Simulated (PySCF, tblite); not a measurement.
# C5H6GeN radical: geometry, infrared bands and EPR parameters

What infrared bands and EPR parameters should C5H6GeN radical (`N#C[C@H]1[C]=C[CH2][GeH2]1`) show?

Programs: tblite 0.8.0 and PySCF 2.14.0, with density-fitted response routines of our own. Each step states its level of theory. These are calculated values for one molecule in the gas phase, unless marked as measured. Atoms count from 0, in the outputs and in this text.

## (1) The molecule as given

13 atoms, charge 0, multiplicity 2; geometry from: force field or distance geometry start.

Bonds of the start (Å): N0–C1 1.15, C1–C2 1.47, C2–C3 1.45, C3–C4 1.27, C4–C5 1.47, C5–Ge6 1.96, Ge6–C2 1.97, C2–H7 1.10, C4–H8 1.13, C5–H9 1.11, C5–H10 1.12, Ge6–H11 1.52, Ge6–H12 1.55.

## (2) Optimising the geometry with GFN2-xTB

What the job is given:

```
{"job": {"kind": "relax", "xc": "GFN2-xTB", "basis": "xTB"}, "charge": 0, "multiplicity": 2}
N     -3.377100     0.452000     0.777100
C     -2.313100     0.030300     0.706100
C     -0.947500    -0.515800     0.630000
C     -0.614600    -1.074900    -0.670100
C      0.495300    -0.878800    -1.249500
C      1.502700    -0.013100    -0.620600
Ge     0.332900     0.984800     0.587900
H     -0.746600    -1.166400     1.496900
H      0.730100    -1.342000    -2.256800
H      1.998000     0.677500    -1.329600
H      2.234600    -0.588700    -0.003200
H     -0.249100     2.226400    -0.075600
H      0.950100     1.209300     1.989800
```

Launch:

```sh
> OMP_NUM_THREADS=1 python probes_run.py task.json out
```

The driver reads the jobs from task.json and runs them one after another.

The log of the run:

```text
step      E/eV     max force
  0    -501.16277    4.238
  1    -501.34043    2.819
  2    -501.42284    1.403
  3    -501.40373    3.070
  4    -501.46096    0.411
  5    -501.47670    0.338
  6    -501.49743    0.507
  7    -501.50721    0.332
  8    -501.51677    0.222
  9    -501.52431    0.296
 10    -501.53116    0.277
 11    -501.53611    0.189
 12    -501.53932    0.117
 13    -501.54106    0.111
 14    -501.54236    0.102
 15    -501.54362    0.113
 16    -501.54465    0.085
 17    -501.54541    0.078
 18    -501.54612    0.083
 19    -501.54700    0.106
 20    -501.54816    0.113
 21    -501.54958    0.109
 22    -501.55117    0.099
 23    -501.55294    0.106
 24    -501.55498    0.125
 25    -501.55742    0.127
 26    -501.56022    0.152
 27    -501.56298    0.135
 28    -501.56516    0.114
 29    -501.56699    0.126
 30    -501.56905    0.141
 31    -501.57141    0.135
 32    -501.57378    0.132
 33    -501.57590    0.107
 34    -501.57776    0.111
 35    -501.57953    0.121
 36    -501.58141    0.141
 37    -501.58339    0.152
 38    -501.58506    0.166
 39    -501.58765    0.144
 40    -501.59162    0.141
 41    -501.59359    0.136
 42    -501.59500    0.092
 43    -501.59570    0.099
 44    -501.59659    0.124
 45    -501.59769    0.144
 46    -501.59909    0.201
 47    -501.60025    0.134
 48    -501.60107    0.147
 49    -501.60178    0.124
 50    -501.60258    0.119
 51    -501.60399    0.106
 52    -501.60508    0.084
 53    -501.60594    0.062
 54    -501.60643    0.185
 55    -501.60689    0.059
 56    -501.60731    0.052
 57    -501.60780    0.072
 58    -501.60822    0.063
 59    -501.60890    0.053
 60    -501.60930    0.066
 61    -501.60964    0.074
 62    -501.60981    0.038
 63    -501.60987    0.011
 64    -501.60989    0.012
 65    -501.60990    0.009
```

Wall time 0.31 s (1 thread of Arm Neoverse V2, shared host).

Along the way: (not every step is listed) (the energy doesn't fall at every step)

| step | energy from step 0 (eV) | largest force (eV/Å) |
| --- | --- | --- |
| 0 | 0.0000 | 4.2376 |
| 1 | -0.1777 | 2.8189 |
| 2 | -0.2601 | 1.4028 |
| 3 | -0.2410 | 3.0701 |
| 4 | -0.2982 | 0.4110 |
| 5 | -0.3139 | 0.3376 |
| 6 | -0.3347 | 0.5070 |
| 7 | -0.3444 | 0.3320 |
| 8 | -0.3540 | 0.2222 |
| 13 | -0.3783 | 0.1108 |
| 18 | -0.3833 | 0.0828 |
| 23 | -0.3902 | 0.1058 |
| 28 | -0.4024 | 0.1137 |
| 33 | -0.4131 | 0.1067 |
| 38 | -0.4223 | 0.1662 |
| 43 | -0.4329 | 0.0991 |
| 48 | -0.4383 | 0.1471 |
| 53 | -0.4432 | 0.0623 |
| 58 | -0.4454 | 0.0632 |
| 60 | -0.4465 | 0.0663 |
| 61 | -0.4469 | 0.0742 |
| 62 | -0.4470 | 0.0377 |
| 63 | -0.4471 | 0.0114 |
| 64 | -0.4471 | 0.0117 |
| 65 | -0.4471 | 0.0095 |

Distances of close pairs at the start and the end, largest changes first:

```
   bond  before (Å)  after (Å)  change (Å)
 C2–Ge6       1.973      2.073      +0.100
  C4–C5       1.470      1.526      +0.057
  C4–H8       1.133      1.079      -0.054
  C1–C2       1.473      1.430      -0.043
 C5–Ge6       1.956      1.997      +0.041
Ge6–H12       1.548      1.514      -0.034
  C3–C4       1.267      1.301      +0.034
 C5–H10       1.117      1.091      -0.026
```

The next job starts from the end point, and lists it.

## (3) Harmonic vibrations with GFN2-xTB

What the job is given:

```
{"job": {"kind": "ir", "xc": "GFN2-xTB", "basis": "xTB"}, "charge": 0, "multiplicity": 2}
N     -3.253410     0.605123     0.097842
C     -2.270646     0.091818     0.383684
C     -1.022378    -0.520056     0.717710
C     -0.489125    -1.347687    -0.357302
C      0.559983    -1.099087    -1.086081
C      1.362039     0.167876    -0.800320
Ge     0.447295     0.939309     0.797882
H     -1.117145    -1.052988     1.667573
H      0.904016    -1.737814    -1.884489
H      1.319520     0.836865    -1.662007
H      2.410683    -0.077996    -0.627417
H     -0.084733     2.341285     0.644109
H      1.229513     0.853838     2.091088
```

The log of the run:

```text
mode    cm-1     km/mol
  1      47.8      2.10
  2     110.7      3.99
  3     159.3      2.71
  4     302.9      5.86
  5     340.8      6.84
  6     366.7      2.89
  7     394.2     19.22
  8     484.0      5.30
  9     522.5     32.43
 10     535.9     85.38
 11     554.1     62.10
 12     597.9      7.69
 13     710.3     48.03
 14     736.9     47.94
 15     803.8    197.90
 16     805.7      8.34
 17     922.6      3.15
 18     948.6     10.83
 19     994.7     23.92
 20    1038.4      9.51
 21    1049.1     23.67
 22    1124.1     13.83
 23    1186.1      7.51
 24    1223.6     31.64
 25    1423.2      2.15
 26    1730.0     44.75
 27    1876.4    243.88
 28    1979.1    469.39
 29    2381.4    302.07
 30    2918.2     16.56
 31    2943.1     26.35
 32    2962.1     20.35
 33    3077.6     26.80
```

It took 0.3 s on 1 thread of Arm Neoverse V2, shared host.

The strongest bands and the atoms that carry them (share of the mass-weighted mode):

```csv
cm⁻¹,km/mol,atoms
536,85.4,"H11 43 %, H12 24 %, C1 13 %"
554,62.1,"C1 40 %, C3 19 %, H12 16 %"
710,48.0,"C5 21 %, H9 15 %, H8 15 %, C4 14 %"
737,47.9,"C5 20 %, H10 18 %, H8 14 %, C3 14 %"
804,197.9,"H11 48 %, H12 44 %"
1876,243.9,"H12 70 %, H11 28 %"
1979,469.4,"H11 70 %, H12 28 %"
2381,302.1,"C1 60 %, N0 39 %"
```

## (4) g tensor and hyperfine couplings: B3LYP/def2-TZVP-core+pcH-1

The job, as its differences from that of step 3:

```diff
@@ -1,2 +1,2 @@
-{"job": {"kind": "ir", "xc": "GFN2-xTB", "basis": "xTB"}, "charge": 0, "multiplicity": 2}
+{"job": {"kind": "epr", "basis": "pcH-1"}, "charge": 0, "multiplicity": 2}
 N     -3.253410     0.605123     0.097842
```

Level: UKS B3LYP, def2-TZVP-core on Ge, pcH-1 on C H N, non-relativistic, mean-field spin-orbit, GIAO.

The log of the run:

```text
UKS, coarse grid
  cycle   1  E = -2325.71271534  |g| = 1.37e+00
  cycle   2  E = -2325.44531105  |g| = 1.19e+00
  cycle   3  E = -2325.63494737  |g| = 7.35e-01
  cycle   4  E = -2325.82420393  |g| = 2.88e-01
  cycle   5  E = -2325.85287736  |g| = 3.38e-02
  cycle   6  E = -2325.85335850  |g| = 1.09e-02
  cycle   7  E = -2325.85342549  |g| = 3.21e-03
  cycle   8  E = -2325.85343768  |g| = 1.34e-03
  cycle   9  E = -2325.85343941  |g| = 7.92e-04
UKS, final grid
  cycle   1  E = -2325.85338936  |g| = 1.03e-03
  cycle   2  E = -2325.85338807  |g| = 2.13e-03
  cycle   3  E = -2325.85339023  |g| = 3.55e-04
  cycle   4  E = -2325.85339033  |g| = 2.22e-04
  cycle   5  E = -2325.85339043  |g| = 1.52e-04
  cycle   6  E = -2325.85339046  |g| = 4.05e-05
  cycle   7  E = -2325.85339046  |g| = 1.19e-05
E = -2325.85339046 Eh   <S^2> = 0.7589 (exact 0.7500)
g shifts (ppm)      1          2          3
  rmc          -163       -163       -163
  gc            -10         10         35
  oz_so        -815       -145       1960
  total        -988       -298       1832
hyperfine (MHz)  atom isotope    a_iso     a_fc   dipolar eigenvalues
    0   14N       0.02       0.02     -0.49      0.15      0.34
    1   13C       9.68       9.68     -1.45     -1.11      2.56
    2   13C      24.90      24.90     -7.25     -5.51     12.76
    3   13C     370.46     370.63    -75.51    -55.04    130.55
    4   13C      34.81      34.83    -19.01      1.28     17.73
    5   13C      57.74      57.95     -6.45     -5.49     11.94
    6  73Ge     -33.55     -34.02     -9.57      4.76      4.82
    7    1H      22.05      22.05     -6.55     -5.02     11.57
    8    1H      57.15      57.14     -6.29     -5.10     11.39
    9    1H      -9.49      -9.45     -3.43     -1.22      4.65
   10    1H      -8.91      -8.88     -3.49     -1.32      4.82
   11    1H      12.70      12.67     -2.02     -0.36      2.38
   12    1H       8.88       8.85     -1.97     -0.51      2.48
```

Wall time 2.4 min (1 thread of Arm Neoverse V2, shared host); peak memory 1.2 GiB.

Principal g values 2.00133, 2.00202, 2.00415; g(iso) = 2.00250, against 2.00232 for a free electron.

Hyperfine couplings, nucleus by nucleus at this fixed geometry (no averaging over rotations):

| nuclei | isotope | a(iso) (MHz) | a(iso) (G, at g = 2.0023) | largest dipolar term (MHz) |
| --- | --- | --- | --- | --- |
| C3 | 13C | 370.5 | 132.2 | 130.6 |
| C5 | 13C | 57.7 | 20.6 | 11.9 |
| H8 | 1H | 57.1 | 20.4 | 11.4 |
| C4 | 13C | 34.8 | 12.4 | -19.0 |
| Ge6 | 73Ge | -33.6 | -12.0 | -9.6 |
| C2 | 13C | 24.9 | 8.9 | 12.8 |
| H7 | 1H | 22.1 | 7.9 | 11.6 |
| H11 | 1H | 12.7 | 4.5 | 2.4 |
| C1 | 13C | 9.7 | 3.5 | 2.6 |
| H9 | 1H | -9.5 | -3.4 | 4.7 |
| H10 | 1H | -8.9 | -3.2 | 4.8 |
| H12 | 1H | 8.9 | 3.2 | 2.5 |
| N0 | 14N | 0.0 | 0.0 | -0.5 |

Mulliken spin populations:

N0 0.00; C1 0.00; C2 -0.03; C3 0.94; C4 -0.12; C5 0.08; Ge6 0.10; H7 0.01; H8 0.02; H9 0.00; H10 0.00; H11 0.01; H12 0.01

In first order the couplings over 0.8 MHz of 1H give 64 distinct lines over 42.5 G.

The fields below are evaluated on a grid from the run's orbitals.

ELF in a plane through or near 6 of the atoms.

Values, 10 rows by 14 columns:
```
0.00 0.00 0.00 0.00 0.00 0.00 0.00 0.00 0.00 0.00 0.00 0.00 0.00 0.00
0.00 0.00 0.00 0.00 0.00 0.00 0.00 0.02 0.01 0.00 0.00 0.00 0.00 0.00
0.00 0.00 0.00 0.16 0.97 0.63 0.05 0.73 0.55 0.01 0.00 0.00 0.00 0.00
0.00 0.00 0.00 0.16 0.98 0.86 0.70 0.45 0.53 0.08 0.26 0.14 0.02 0.00
0.00 0.00 0.00 0.04 0.17 0.68 0.60 0.65 0.41 0.88 0.61 0.33 0.10 0.00
0.00 0.00 0.10 0.98 0.99 0.58 0.57 0.46 0.84 0.47 0.38 0.21 0.04 0.00
0.00 0.00 0.02 0.84 0.73 0.49 0.16 0.51 0.28 0.10 0.01 0.00 0.00 0.00
0.00 0.00 0.00 0.00 0.01 0.10 0.43 0.40 0.23 0.05 0.00 0.00 0.00 0.00
0.00 0.00 0.00 0.00 0.00 0.02 0.11 0.10 0.03 0.01 0.00 0.00 0.00 0.00
0.00 0.00 0.00 0.00 0.00 0.00 0.00 0.00 0.00 0.00 0.00 0.00 0.00 0.00
```
The map spans 11.2 Å across and 9.7 Å up, centred on the molecule. Atoms in the plane (x, y in Å): C2 (1.2, 0.4), C3 (0.1, 1.4), C4 (-1.1, 1.2), Ge6 (0.1, -1.3), H8 (-1.8, 2.0), H10 (-2.4, -0.5).

On the surface of density 0.002 e/bohr³ the electrostatic potential runs, from the 1st to the 99th percentile, from -1.90 V near N0 to 1.54 V near Ge6.

The spin density lies nearest to C3 70 %; C4 6 % (beta excess).

## (5) Outcome

```
                                                                  quantity                  value
                                 strongest single infrared mode (GFN2-xTB)  1979 cm⁻¹, 469 km/mol
                                              zero-point energy (GFN2-xTB)          53.3 kcal/mol
                                                            g(iso) (B3LYP)                2.00250
                                                                      ⟨S²⟩     0.759 (exact 0.75)
                                                            largest a(iso)   13C on C3, 370.5 MHz
potential on the surface of density 0.002 e/bohr³, 1st and 99th percentile     -1.90 V and 1.54 V
```

What this shows: The optimisation took 65 steps and gained 0.447 eV; among the close pairs (by a distance rule), C2–Ge6 changed most, from 1.973 to 2.073 Å. No mode is imaginary among the 33: a minimum at this level. The strongest single mode, at 1979 cm⁻¹, moves mainly H11. Unscaled tight-binding wavenumbers are off by several per cent, some by more. Its intensities can rank the bands wrongly. Most of the unpaired spin sits on C3 (0.94 e). The isotropic g lies 0.2 ppt above the free-electron value. The hyperfine terms hold no scalar relativity, which the heavier nuclei need. These values are for one conformer; the search (at its own cheap level) found 1 more, at 0.05 kcal/mol, and measured spectra average over such forms.
